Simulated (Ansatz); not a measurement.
# Tl2F: the cost of one run

Program: Ansatz 0.2.0. Level of theory: DFT PBE, scalar-relativistic, plane waves, PAW. These are calculated values, not measurements.

### 1 The system as given

Symmetry: Pmmm, No. 47, orthorhombic system. Conventional cell: a = 4.870 Å, b = 5.493 Å, c = 5.930 Å, α = 90.00°, β = 90.00°, γ = 90.00°. Tl (site symmetry m) is surrounded by 2 F at 1.91 Å. F (site symmetry m2m) is surrounded by 1 F at 1.37 Å and 4 Tl at 1.91 Å.

As a file:

```
Tl F
1.0
     4.87044    0.00000    0.00000
     0.00000    5.49347    0.00000
     0.00000    0.00000    5.92953
Tl F
4 2
Direct
  0.75000 0.00000 0.71907
  0.75000 0.00000 0.28093
  0.25000 0.00000 0.71907
  0.25000 0.00000 0.28093
  0.50000 0.87500 0.50000
  0.50000 0.12500 0.50000
```

### 2 Rough relaxation on the coarse mesh

input.yaml reads:

```yaml
crystal:
  lattice:
    - [4.8704422723, 0.0, 0.0]
    - [0.0, 5.4934748767, 0.0]
    - [0.0, 0.0, 5.9295258599]
  atoms:
    - { symbol: Tl, position: [0.75, 0.0, 0.7190651189] }
    - { symbol: Tl, position: [0.75, 0.0, 0.2809348811] }
    - { symbol: Tl, position: [0.25, 0.0, 0.7190651189] }
    - { symbol: Tl, position: [0.25, 0.0, 0.2809348811] }
    - { symbol: F, position: [0.5, 0.875, 0.5] }
    - { symbol: F, position: [0.5, 0.125, 0.5] }
basis:
  ecutwfc: 420
kpoints:
  mp_grid: { grid: [4, 4, 4] }
hamiltonian:
  xc: pbe
scf:
  occupations: { method: gaussian, width: 0.1 }
  lower_state_search: "off"
output:
  forces: true
  stress: true
  eigenvalues: true
relax:
  adjacent_minimum: "off"
  f_tol: 0.04
  max_steps: 70
  cell: { stress_tol: 0.4 }
```

Launch:

```sh
> ansatz run input.yaml --threads 1 --pin off --max-ram 2560MiB --backend cpu --events-out ev --progress --plain --runs-dir out
```

What time and memory should one allow on 1 thread of Arm Neoverse V1, shared host?

About 4.6 min, with a peak of 0.52 GiB.
